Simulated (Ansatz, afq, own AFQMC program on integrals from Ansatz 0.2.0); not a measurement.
# ZrB+ (quintet): quantum Monte Carlo beside coupled cluster, def2-TZVP

How near does AFQMC come to the top of the ladder for ZrB+ (quintet)?

Method: def2-TZVP, frozen cores; program: Ansatz 0.2.0, Gaussian basis, and an in-house AFQMC program (afq) on its integrals; all values are calculated.

To be run: PBE (unrestricted); CCSD(T) on UHF; r2SCAN (unrestricted); PBE0 (unrestricted); B3LYP (unrestricted); CCSDT(Q) on UHF; wB97M-V (unrestricted); B2PLYP (unrestricted); Phaseless AFQMC, CISD trial on UHF.

## 1. The system

The geometry is a PBE0/def2-TZVP stationary point (not a proven minimum) of the parent state, kept for this charge and spin. No spin-orbit coupling is included. Elements past krypton take def2 core potentials.

2 atoms, charge 1, spin multiplicity 5.

Atoms are counted from 1 here; the program's logs count them from 0.

Bond lengths: Zr1–B2 2.147 Å.

## 2. PBE (unrestricted)

Contents of in.yaml:

```yaml
crystal:
  periodic: [false, false, false]
  atoms:
    - {symbol: Zr, position_ang: [0.000000, 0.000000, 0.000000]}
    - {symbol: B, position_ang: [0.000000, 0.000000, 2.147200]}
basis:
  gaussian: {orbitals: def2-TZVP}
total_charge: 1
magnetization: {spin_polarized: true, initial_magnetization: 4}
hamiltonian: {xc: {name: PBE}}
output: {orbitals: {seedname: orbitals}}
```

Run with:

```sh
$ ansatz run in.yaml --threads 1 --pin off --events-out ev --progress --plain --max-ram 5632MiB --backend cpu
```

Log:

```text
Functional definition: PBE
  name "PBE"
  cite "Perdew, Burke & Ernzerhof, Phys. Rev. Lett. 77, 3865 (1996) doi:10.1103/PhysRevLett.77.3865"
  parent pbe
  parameter kappa = 0.804
  parameter beta = 0.06672455060314922
  exchange = pbe_x(kappa = kappa, mu = beta*pi^2/3)
  correlation = pbe_c(beta = beta)
490 factors; their error is unknown
mean field evaluation 1: about -1936.3257 eV, gradient 3.1e1 eV
mean field evaluation 2: about -1890.4075 eV, gradient 7.0e1 eV
mean field evaluation 4: about -1936.2336 eV, gradient 2.8e1 eV
mean field evaluation 8: about -1942.7167 eV, gradient 8.0e-2 eV
mean field evaluation 16: about -1942.7138 eV, gradient 1.6e-4 eV
mean field evaluation 32: about -1942.2811 eV, gradient 2.4e0 eV
mean field evaluation 64: about -1942.6995 eV, gradient 2.0e0 eV
mean field evaluation 96: about -1939.3811 eV, gradient 7.0e0 eV
mean field evaluation 128: about -1941.5119 eV, gradient 1.9e-2 eV
mean field -1942.71378079 eV, -71.3934146254 hartree, gradient 4.6e-6 eV, S^2 6.002338; 9 other end points of the search recorded, 0 dependent functions left out
reference -1942.71381989 eV, -71.3934160621 hartree; 10, 6 occupied and 61, 65 virtual orbitals, 490 factors
Total energy: -1942.71381989 eV, -71.3934160621 hartree
```

Wall time 10 s (1 thread of AMD EPYC 7R13 (Zen 3), shared host); peak memory 1.6 GiB.

From the report: ⟨S²⟩ of the determinant 6.002 (pure quintet: 6.00).

## 3. CCSD(T) on UHF

Edit in.yaml of step 2 so:

```diff
@@ -9,3 +9,2 @@
 magnetization: {spin_polarized: true, initial_magnetization: 4}
-hamiltonian: {xc: {name: PBE}}
-output: {orbitals: {seedname: orbitals}}
+correlation: {method: ccsd_t, electrons: outside_noble_gas, hamiltonian_folder: ham}
```

Run with:

```sh
$ ansatz run in.yaml --threads 1 --pin off --events-out ev --progress --plain --max-ram 16896MiB --backend cuda --devices 0, --max-vram 18GiB
```

Log (excerpt; [...] marks lines left out):

```text
Functional definition: HF
  name "HF"
  cite "Fock, Z. Phys. 61, 126 (1930) doi:10.1007/BF01340294"
  parent pbe
[...]
562 factors; integrals over basis functions are off by at most 9.3e-4 eV
[...]
mean field -1927.18319085 eV, -70.8226759722 hartree, gradient 1.3e-7 eV, S^2 6.010684; 33 other end points of the search recorded, 0 dependent functions left out
determinant -1927.18319085 eV, -70.8226759722 hartree, with singles and doubles -1930.46734656 eV, -70.9433664684 hartree
determinant -1926.90965244 eV, -70.8126236209 hartree, with singles and doubles -1930.22059646 eV, -70.9342985695 hartree
determinant -1926.71135196 eV, -70.8053362125 hartree, with singles and doubles -1929.44816438 eV, -70.9059122141 hartree
determinant -1926.69416813 eV, -70.8047047186 hartree, with singles and doubles -1929.43328196 eV, -70.9053652952 hartree
[...]
determinant -1924.05731115 eV, -70.7078020117 hartree, with singles and doubles -1927.29269924 eV, -70.8267003313 hartree
determinant -1923.96410513 eV, -70.7043767539 hartree, with singles and doubles -1926.56428708 eV, -70.7999316779 hartree
determinant -1927.18319085 eV, -70.8226759722 hartree, with singles and doubles -1930.43826122 eV, -70.9422976019 hartree
determinant -1926.90965244 eV, -70.8126236209 hartree, with singles and doubles -1930.18400285 eV, -70.9329537789 hartree
5 core orbitals not correlated: weight in the atoms' cores, before any rotation towards them, 0.995 or more for the frozen orbitals, at most 0.002 for the correlated occupied ones
reference -1927.18319085 eV, -70.8226759722 hartree; 5, 1 occupied and 61, 65 virtual orbitals, 562 factors
second order -2.55412456 eV of doubles, -0.00000000 eV of singles
cycle   1  -3.25507086 eV  change   -4.9e-7 eV  update   6.4e-6
perturbative correction -0.19523079 eV, -0.0071745993 hartree
Total energy: -1930.63349250 eV, -70.9494722191 hartree
```

Wall time 21 s (1 × NVIDIA H100 80GB HBM3 with 1 thread of AMD EPYC 7R13 (Zen 3), shared host); peak host memory 1.6 GiB.

From the report: ⟨S²⟩ of the determinant 6.011 (pure quintet: 6.00); correlation -3.4503 eV; T1 0.070; largest double amplitude 0.06.

This run also writes the integrals to the folder ham.

## 4. r2SCAN (unrestricted)

Edit in.yaml of step 3 so:

```diff
@@ -9,2 +9,2 @@
 magnetization: {spin_polarized: true, initial_magnetization: 4}
-correlation: {method: ccsd_t, electrons: outside_noble_gas, hamiltonian_folder: ham}
+hamiltonian: {xc: {name: r2SCAN}}
```

Run with:

```sh
$ ansatz run in.yaml --threads 1 --pin off --events-out ev --progress --plain --max-ram 5632MiB --backend cpu
```

Log (excerpt; [...] marks lines left out):

```text
Functional definition: r2SCAN
  name "r2SCAN"
  cite "Furness, Kaplan, Ning, Perdew & Sun, J. Phys. Chem. Lett. 11, 8208 (2020) doi:10.1021/acs.jpclett.0c02405"
  cite "Furness, Kaplan, Ning, Perdew & Sun, J. Phys. Chem. Lett. 11, 9248 (2020) doi:10.1021/acs.jpclett.0c03077"
  parent r2scan
[...]
490 factors; their error is unknown
[...]
mean field -1943.78281470 eV, -71.4327008968 hartree, gradient 1.1e-5 eV, S^2 6.005506; 12 other end points of the search recorded, 0 dependent functions left out
reference -1943.78283028 eV, -71.4327014694 hartree; 10, 6 occupied and 61, 65 virtual orbitals, 490 factors
Total energy: -1943.78283028 eV, -71.4327014694 hartree
```

Run time: 22 s. Hardware: 1 thread of AMD EPYC 7R13 (Zen 3), shared host; peak memory 1.6 GiB.

From the report: ⟨S²⟩ of the determinant 6.006 (pure quintet: 6.00).

## 5. PBE0 (unrestricted)

Edit in.yaml of step 4 so:

```diff
@@ -9,2 +9,3 @@
 magnetization: {spin_polarized: true, initial_magnetization: 4}
-hamiltonian: {xc: {name: r2SCAN}}
+hamiltonian: {xc: {name: PBE0}}
+output: {orbitals: {seedname: orbitals}}
```

The command is unchanged.

Log:

```text
Functional definition: PBE0
  name "PBE0"
  cite "Adamo & Barone, J. Chem. Phys. 110, 6158 (1999) doi:10.1063/1.478522"
  cite "Perdew, Burke & Ernzerhof, Phys. Rev. Lett. 77, 3865 (1996) doi:10.1103/PhysRevLett.77.3865"
  parent pbe
  parameter a = 0.25
  parameter kappa = 0.804
  parameter beta = 0.06672455060314922
  exchange = (1 - a)*pbe_x(kappa = kappa, mu = beta*pi^2/3) + a*exact_x
  correlation = pbe_c(beta = beta)
568 factors; their error is unknown
mean field evaluation 1: about -1936.1232 eV, gradient 2.9e1 eV
mean field evaluation 2: about -1906.4838 eV, gradient 6.4e1 eV
mean field evaluation 4: about -1941.7142 eV, gradient 5.9e0 eV
mean field evaluation 8: about -1941.9834 eV, gradient 1.2e-1 eV
mean field evaluation 16: about -1942.0753 eV, gradient 1.4e0 eV
mean field evaluation 32: about -1942.2016 eV, gradient 3.5e-1 eV
mean field -1942.27097978 eV, -71.3771419884 hartree, gradient 4.0e-6 eV, S^2 6.004389; 5 other end points of the search recorded, 0 dependent functions left out
reference -1942.27100939 eV, -71.3771430764 hartree; 10, 6 occupied and 61, 65 virtual orbitals, 568 factors
Total energy: -1942.27100939 eV, -71.3771430764 hartree
```

Run time: 4.2 s. Hardware: 1 thread of AMD EPYC 7R13 (Zen 3), shared host; peak memory 1.6 GiB.

From the report: ⟨S²⟩ of the determinant 6.004 (pure quintet: 6.00).

## 6. B3LYP (unrestricted)

Edit in.yaml of step 5 so:

```diff
@@ -9,3 +9,2 @@
 magnetization: {spin_polarized: true, initial_magnetization: 4}
-hamiltonian: {xc: {name: PBE0}}
-output: {orbitals: {seedname: orbitals}}
+hamiltonian: {xc: {name: B3LYP}}
```

Launched as before.

Log (excerpt; [...] marks lines left out):

```text
Functional definition: B3LYP
  name "B3LYP"
  cite "Stephens, Devlin, Chabalowski & Frisch, J. Phys. Chem. 98, 11623 (1994) doi:10.1021/j100096a001"
  cite "Becke, Phys. Rev. A 38, 3098 (1988) doi:10.1103/PhysRevA.38.3098"
  cite "Lee, Yang & Parr, Phys. Rev. B 37, 785 (1988) doi:10.1103/PhysRevB.37.785"
  cite "Vosko, Wilk & Nusair, Can. J. Phys. 58, 1200 (1980) doi:10.1139/p80-159"
[...]
524 factors; their error is unknown
[...]
mean field -1943.89271351 eV, -71.4367396036 hartree, gradient 2.7e-6 eV, S^2 6.003796; 4 other end points of the search recorded, 0 dependent functions left out
reference -1943.89290325 eV, -71.4367465764 hartree; 10, 6 occupied and 61, 65 virtual orbitals, 524 factors
Total energy: -1943.89290325 eV, -71.4367465764 hartree
```

It took 5.5 s on 1 thread of AMD EPYC 7R13 (Zen 3), shared host; peak memory 1.6 GiB.

From the report: ⟨S²⟩ of the determinant 6.004 (pure quintet: 6.00).

## 7. CCSDT(Q) on UHF

Edit in.yaml of step 6 so:

```diff
@@ -9,2 +9,2 @@
 magnetization: {spin_polarized: true, initial_magnetization: 4}
-hamiltonian: {xc: {name: B3LYP}}
+correlation: {method: ccsdt_q, electrons: outside_noble_gas}
```

Run with:

```sh
$ ansatz run in.yaml --threads 1 --pin off --events-out ev --progress --plain --max-ram 16896MiB --backend cuda --devices 0, --max-vram 18GiB
```

Log (excerpt; [...] marks lines left out):

```text
Functional definition: HF
  name "HF"
  cite "Fock, Z. Phys. 61, 126 (1930) doi:10.1007/BF01340294"
  parent pbe
[...]
981 factors; integrals over basis functions are off by at most 2.5e-7 eV
[...]
mean field -1927.18319512 eV, -70.8226761289 hartree, gradient 1.3e-7 eV, S^2 6.010684; 34 other end points of the search recorded, 0 dependent functions left out
determinant -1927.18319512 eV, -70.8226761289 hartree, with singles and doubles -1930.46771508 eV, -70.9433800110 hartree
determinant -1926.90965721 eV, -70.8126237963 hartree, with singles and doubles -1930.22070710 eV, -70.9343026353 hartree
determinant -1926.71135648 eV, -70.8053363787 hartree, with singles and doubles -1929.44757372 eV, -70.9058905078 hartree
determinant -1926.69417274 eV, -70.8047048879 hartree, with singles and doubles -1929.43473421 eV, -70.9054186646 hartree
[...]
determinant -1924.05731895 eV, -70.7078022983 hartree, with singles and doubles -1927.29361687 eV, -70.8267340536 hartree
determinant -1923.96411019 eV, -70.7043769398 hartree, with singles and doubles -1926.56405628 eV, -70.7999231961 hartree
determinant -1927.18319512 eV, -70.8226761289 hartree, with singles and doubles -1930.43826554 eV, -70.9422977605 hartree
determinant -1926.90965721 eV, -70.8126237963 hartree, with singles and doubles -1930.18400173 eV, -70.9329537380 hartree
5 core orbitals not correlated: weight in the atoms' cores, before any rotation towards them, 0.995 or more for the frozen orbitals, at most 0.002 for the correlated occupied ones
reference -1927.18319512 eV, -70.8226761289 hartree; 5, 1 occupied and 61, 65 virtual orbitals, 981 factors
second order -2.55412253 eV of doubles, -0.00000000 eV of singles
cycle   1  -2.92043554 eV  change   -3.7e-1 eV  update   9.4e-2
[...]
cycle  24  -3.49982149 eV  change    2.6e-7 eV  update   7.0e-7
perturbative correction -0.01691753 eV, -0.0006217079 hartree
Total energy: -1930.69993415 eV, -70.9519139044 hartree
```

It took 33 s on 1 × NVIDIA H100 80GB HBM3 with 1 thread of AMD EPYC 7R13 (Zen 3), shared host; peak host memory 1.6 GiB.

From the report: ⟨S²⟩ of the determinant 6.011 (pure quintet: 6.00); correlation -3.5167 eV; T1 0.079; largest double amplitude 0.07.

## 8. wB97M-V (unrestricted)

Edit in.yaml of step 7 so:

```diff
@@ -9,2 +9,3 @@
 magnetization: {spin_polarized: true, initial_magnetization: 4}
-correlation: {method: ccsdt_q, electrons: outside_noble_gas}
+hamiltonian: {xc: {name: wB97M-V}}
+output: {orbitals: {seedname: orbitals}}
```

Run with:

```sh
$ ansatz run in.yaml --threads 1 --pin off --events-out ev --progress --plain --max-ram 5632MiB --backend cpu
```

Log (excerpt; [...] marks lines left out):

```text
Functional definition: wB97M-V
  name "wB97M-V"
  cite "Mardirossian & Head-Gordon, J. Chem. Phys. 144, 214110 (2016) doi:10.1063/1.4952647"
  cite "Becke, J. Chem. Phys. 107, 8554 (1997) doi:10.1063/1.475007"
  cite "Vydrov & Van Voorhis, J. Chem. Phys. 133, 244103 (2010) doi:10.1063/1.3521275"
  # Of w^i u^j: cxij and so on, Table III.
[...]
  gx(w, u) = 1 - cx + cx01*u + cx10*w
  gss(w, u) = css00 + css04*u^4 + css10*w + css20*w^2 + css43*w^4*u^3
  gos(w, u) = cos00 + cos10*w + (cos20 + cos21*u)*w^2 + (cos60 + cos61*u)*w^6
[...]
      + integral(e_c_pw_mod_opposite_spin*gos(b97_w_opposite, b97_u_opposite)) + vv10(b, c)
521 factors; their error is unknown
142 factors; integrals over basis functions are off by at most 6.2e-5 eV
[...]
mean field -1940.81966370 eV, -71.3238071062 hartree, gradient 2.6e-6 eV, S^2 6.005735; 4 other end points of the search recorded, 0 dependent functions left out
reference -1940.81969977 eV, -71.3238084317 hartree; 10, 6 occupied and 61, 65 virtual orbitals, 521 factors
Total energy: -1940.81969977 eV, -71.3238084317 hartree
```

Run time: 19 s. Hardware: 1 thread of AMD EPYC 7R13 (Zen 3), shared host; peak memory 1.6 GiB.

From the report: ⟨S²⟩ of the determinant 6.006 (pure quintet: 6.00).

## 9. B2PLYP (unrestricted)

Edit in.yaml of step 8 so:

```diff
@@ -9,3 +9,3 @@
 magnetization: {spin_polarized: true, initial_magnetization: 4}
-hamiltonian: {xc: {name: wB97M-V}}
-output: {orbitals: {seedname: orbitals}}
+hamiltonian: {xc: {name: B2PLYP}}
+correlation: {electrons: outside_noble_gas}
```

Same command.

Log (excerpt; [...] marks lines left out):

```text
Functional definition: B2PLYP
  name "B2PLYP"
  cite "Grimme, J. Chem. Phys. 124, 034108 (2006) doi:10.1063/1.2148954"
  cite "Becke, Phys. Rev. A 38, 3098 (1988) doi:10.1103/PhysRevA.38.3098"
  cite "Lee, Yang & Parr, Phys. Rev. B 37, 785 (1988) doi:10.1103/PhysRevB.37.785"
[...]
562 factors; integrals over basis functions are off by at most 9.3e-4 eV
[...]
mean field -1937.39975402 eV, -71.1981277434 hartree, gradient 4.5e-6 eV, S^2 6.006431; 8 other end points of the search recorded, 0 dependent functions left out
5 core orbitals not correlated: weight in the atoms' cores, before any rotation towards them, 0.997 or more for the frozen orbitals, at most 0.001 for the correlated occupied ones
reference -1937.39987299 eV, -71.1981321154 hartree; 5, 1 occupied and 61, 65 virtual orbitals, 562 factors
second order -3.72951051 eV of doubles, -0.00000000 eV of singles
Total energy: -1938.40684082 eV, -71.2351375009 hartree
```

It took 8 s on 1 thread of AMD EPYC 7R13 (Zen 3), shared host; peak memory 1.6 GiB.

From the report: ⟨S²⟩ of the determinant 6.006 (pure quintet: 6.00).

## 10. Phaseless AFQMC, CISD trial on UHF

It reads the integrals that the CCSD(T) run on this determinant wrote.

Run with:

```sh
$ afq ham --method phaseless --trial cisd --walkers 4000 --populations 20 --least-time 60 --time-step 0.005 --steps-per-block 50 --equilibration-blocks 40 --max-blocks 4000 --target-error 0.00015 --factor-cut 1e-05 --start spin_pure --seed 7645 --release-times 0.24,0.5,1,1.5 --release-step 0.02 --release-every 3 --taylor-order 6
```

Log:

```text
orbitals 66  electrons 5 1  factors 499 of 562
reference energy -70.82267597 Eh
CCSD correlation -0.11962181 Eh in 16 cycles, weight of the determinant in the CISD state 0.8429
energy of the start -70.942177 Eh
 block  time / (1/Eh)  mean weight  energy / Eh
     1     0.250  0.9998  -70.942228
     2     0.500  0.9998  -70.943160
     3     0.750  1.0001  -70.944138
     4     1.000  0.9998  -70.945306
     5     1.250  1.0000  -70.946017
     6     1.500  1.0000  -70.946745
     7     1.750  1.0000  -70.947526
     8     2.000  1.0002  -70.947845
     9     2.250  0.9999  -70.948329
    10     2.500  1.0002  -70.948758
    13     3.250  0.9999  -70.949194
    16     4.000  0.9999  -70.949886
    19     4.750  0.9998  -70.949943
    22     5.500  0.9999  -70.949728
    25     6.250  1.0000  -70.949908
    28     7.000  1.0000  -70.949768
    31     7.750  0.9999  -70.950206
    34     8.500  1.0000  -70.949455
    37     9.250  1.0001  -70.949331
    40    10.000  1.0002  -70.950270
    43    10.750  1.0001  -70.949849
    46    11.500  1.0001  -70.949000
    49    12.250  0.9997  -70.949344
    52    13.000  1.0002  -70.949482
    55    13.750  0.9998  -70.948802
    58    14.500  0.9999  -70.953785
    61    15.250  1.0000  -70.949770
    64    16.000  1.0001  -70.948613
    67    16.750  1.0001  -70.947073
    70    17.500  1.0002  -70.948955
    73    18.250  1.0001  -70.948580
    76    19.000  0.9999  -70.948505
    79    19.750  0.9998  -70.948996
    82    20.500  1.0000  -70.949570
    85    21.250  1.0001  -70.949467
    88    22.000  0.9998  -70.950348
    91    22.750  0.9998  -70.949535
    94    23.500  0.9996  -70.948862
    97    24.250  1.0003  -70.948519
   100    25.000  0.9998  -70.948509
   103    25.750  1.0001  -70.949323
   106    26.500  0.9998  -70.949454
   109    27.250  1.0000  -70.949139
   112    28.000  0.9996  -70.948887
   115    28.750  1.0002  -70.948504
   118    29.500  0.9998  -70.949507
   121    30.250  1.0000  -70.948282
   124    31.000  1.0000  -70.948509
   127    31.750  0.9998  -70.947694
   130    32.500  0.9998  -70.948447
error from the spread of 20 populations
released: time / (1/Eh)  energy / Eh  error  mean overlap
  0.24  -70.949507  0.000127  0.9995
  0.50  -70.949464  0.000560  0.9991
  1.00  -70.950456  0.000179  0.9989
  1.50  -70.950767  0.000105  0.9997
energy -70.949087 +/- 0.000133 Eh
```

Run time: 1.9 min. Hardware: 1 × NVIDIA H100 80GB HBM3 with 2 threads of AMD EPYC 7R13 (Zen 3), shared host; peak host memory 1.6 GiB.

Energy -1930.6230 ± 0.0036 eV. Caveats: constraint bias not in the error.

## 11. AFQMC on the ladder

On the UHF determinant, counted from CCSDT(Q) (a yardstick, not exact):

```tsv
level	energy (eV)	from CCSDT(Q) (kJ/mol)	statistical error (kJ/mol)	time
HF	-1927.1832	+339.3		
MP2	-1929.7373	+92.9		
CCSD	-1930.4383	+25.2		
CCSD(T)	-1930.6335	+6.4		
CCSDT(Q)	-1930.6999	0.0		
Phaseless AFQMC, CISD trial, step 0.005, 4000 walkers	-1930.6230	+7.4	0.3	1.9 min
```

The functionals' totals stand on their own zeros and serve differences with other points: PBE -1942.714 eV; r2SCAN -1943.783 eV; PBE0 -1942.271 eV; B3LYP -1943.893 eV; wB97M-V -1940.820 eV; B2PLYP -1938.407 eV.

## 12. Outcome

```
                                        quantity              value
                    CCSD(T) on UHF from CCSDT(Q)        +6.4 kJ/mol
Phaseless AFQMC, CISD trial on UHF from CCSDT(Q)  +7.4 ± 0.3 kJ/mol
```

**Reading.** On UHF the phaseless walk with the CISD trial lies +7.4 kJ/mol from CCSDT(Q), 21 times its error bar. Error bars are statistical and leave out the constraint, the time step and what remains of the start. Zr carries a core potential, and spin-orbit coupling is left out.
